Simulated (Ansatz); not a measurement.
# BSiH4O2F (SMILES O[SiH2]B(O)F): HF/3-21G

What is the vertical singlet–triplet gap of BSiH4O2F at HF/3-21G? 

The results are computed with Ansatz 0.2.0.

127 further runs of the same task are left out: 127 set aside as unsound or not needed. Runs told in other sessions of the task aren't counted.

**1. The molecule**

BSiH4O2F has 9 atoms, charge 0, and is taken as a singlet. As SMILES, `O[SiH2]B(O)F`. The coordinates come from a PBE0-D4/def2-TZVP relaxation. This is one conformer, not always the lowest.

Bond lengths: O1–Si2 1.653 Å, Si2–B3 2.035 Å, B3–O4 1.347 Å, B3–F5 1.342 Å, O1–H6 0.958 Å, Si2–H7 1.484 Å, Si2–H8 1.493 Å, O4–H9 0.965 Å. Some angles: O1–Si2–B3 110.9°, Si2–B3–O4 121.6°, Si2–B3–F5 119.7°, O4–B3–F5 118.7°, O1–Si2–H7 106.4°, O1–Si2–H8 111.4°, B3–Si2–H7 111.6°, B3–Si2–H8 108.7°, Si2–O1–H6 117.1°, B3–O4–H9 113.7°.

**2. The energy at HF/3-21G**

The input, in.yaml:

```yaml
crystal:
  periodic: [false, false, false]
  atoms:
    - symbol: O
      position_ang: [1.152500, 0.650100, 1.703000]
    - symbol: Si
      position_ang: [0.837600, -0.439800, 0.500200]
    - symbol: B
      position_ang: [-0.701500, 0.194000, -0.670900]
    - symbol: O
      position_ang: [-0.968000, -0.381600, -1.859000]
    - symbol: F
      position_ang: [-1.488500, 1.196900, -0.250400]
    - symbol: H
      position_ang: [0.401000, 1.098100, 2.092900]
    - symbol: H
      position_ang: [2.093300, -0.579800, -0.278100]
    - symbol: H
      position_ang: [0.493300, -1.781600, 1.056300]
    - symbol: H
      position_ang: [-1.731300, -0.002600, -2.311100]
basis:
  gaussian:
    orbitals: 3-21G.json
hamiltonian:
  xc: hf
accuracy: high
output: {orbitals: {seedname: orbitals}}
```

The basis set 3-21G is read from a file made from the Basis Set Exchange's data (not shown).

On the command line:

```console
ansatz run in.yaml --threads 1 --pin off --max-ram 3480MiB --events-out events.jsonl --progress --plain --runs-dir runs
```

Log:

```text
Warning: RAYON_NUM_THREADS=1 ignored (pool sized by the plan → 1); use --threads N
Functional definition: HF
  name "HF"
  exchange = exact_x
  correlation = 0
1275 factors; integrals over basis functions are off by at most 7.0e-9 eV
mean field evaluation 1: about -15294.4890 eV, gradient 4.3e1 eV
mean field evaluation 2: about -15294.8168 eV, gradient 4.4e1 eV
mean field evaluation 4: about -15298.4321 eV, gradient 2.3e0 eV
mean field evaluation 8: about -15298.4741 eV, gradient 2.3e-1 eV
mean field evaluation 16: about -15298.4742 eV, gradient 3.6e-8 eV
mean field -15298.47423172 eV, -562.2085583376 hartree, gradient 3.6e-8 eV, S^2 0.000000; 0 other end points of the search recorded, 0 dependent functions left out
reference -15298.47423172 eV, -562.2085583376 hartree; 24, 24 occupied and 33, 33 virtual orbitals, 1275 factors
Total energy: -15298.47423172 eV, -562.2085583376 hartree
```

Run time: 0.8 s. Hardware: 1 thread of Arm Neoverse V2, shared host; peak memory 0.13 GiB.

**3. The triplet at the same level**

The input, molecule.yaml:

```yaml
crystal:
  periodic: [false, false, false]
  atoms:
    - {symbol: O, position_ang: [1.152500, 0.650100, 1.703000]}
    - {symbol: Si, position_ang: [0.837600, -0.439800, 0.500200]}
    - {symbol: B, position_ang: [-0.701500, 0.194000, -0.670900]}
    - {symbol: O, position_ang: [-0.968000, -0.381600, -1.859000]}
    - {symbol: F, position_ang: [-1.488500, 1.196900, -0.250400]}
    - {symbol: H, position_ang: [0.401000, 1.098100, 2.092900]}
    - {symbol: H, position_ang: [2.093300, -0.579800, -0.278100]}
    - {symbol: H, position_ang: [0.493300, -1.781600, 1.056300]}
    - {symbol: H, position_ang: [-1.731300, -0.002600, -2.311100]}
basis:
  gaussian: {orbitals: 3-21G.json}
hamiltonian: {xc: hf}
accuracy: high
magnetization: {spin_polarized: true, initial_magnetization: 2}
output: {orbitals: {seedname: orbitals}}
```

The basis set 3-21G is read from a file made from the Basis Set Exchange's data (not shown).

On the command line:

```console
ansatz run molecule.yaml --threads 1 --pin off --max-ram 3480MiB --events-out events.jsonl --progress --plain --runs-dir runs
```

Log:

```text
Warning: RAYON_NUM_THREADS=1 ignored (pool sized by the plan → 1); use --threads N
[... 4 set-up lines as earlier in the session ...]
1277 factors; integrals over basis functions are off by at most 7.0e-9 eV
mean field evaluation 1: about -15287.1928 eV, gradient 2.9e1 eV
mean field evaluation 2: about -15287.2012 eV, gradient 2.9e1 eV
mean field evaluation 4: about -15291.3994 eV, gradient 3.5e0 eV
mean field evaluation 8: about -15292.1734 eV, gradient 5.2e-1 eV
mean field evaluation 16: about -15292.1925 eV, gradient 1.9e-7 eV
mean field evaluation 32: about -15288.2654 eV, gradient 1.7e0 eV
mean field -15292.19250690 eV, -561.9777092083 hartree, gradient 1.6e-8 eV, S^2 2.013162; 2 other end points of the search recorded, 0 dependent functions left out
reference -15292.19250690 eV, -561.9777092083 hartree; 25, 23 occupied and 32, 34 virtual orbitals, 1277 factors
Total energy: -15292.19250690 eV, -561.9777092083 hartree
```

Wall time 2.9 s (1 thread of Arm Neoverse V2, shared host); peak memory 0.16 GiB.

**4. What came out**

Level: HF/3-21G.

| quantity | value |
| --- | --- |
| singlet: total energy | -562.20856 Eh |
| singlet: HOMO energy | -11.33 eV |
| singlet: LUMO energy | 3.55 eV |
| singlet: HOMO–LUMO gap | 14.88 eV |
| triplet: total energy | -561.97771 Eh |
| triplet: HOMO energy (highest over α and β) | -5.06 eV |
| triplet: LUMO energy (lowest over α and β) | -2.41 eV |
| triplet: ⟨S²⟩ | 2.013 |
| vertical energy of the triplet above the singlet | 6.282 eV |

**Reading.** At this shape the triplet lies 6.28 eV (145 kcal/mol) above the singlet.
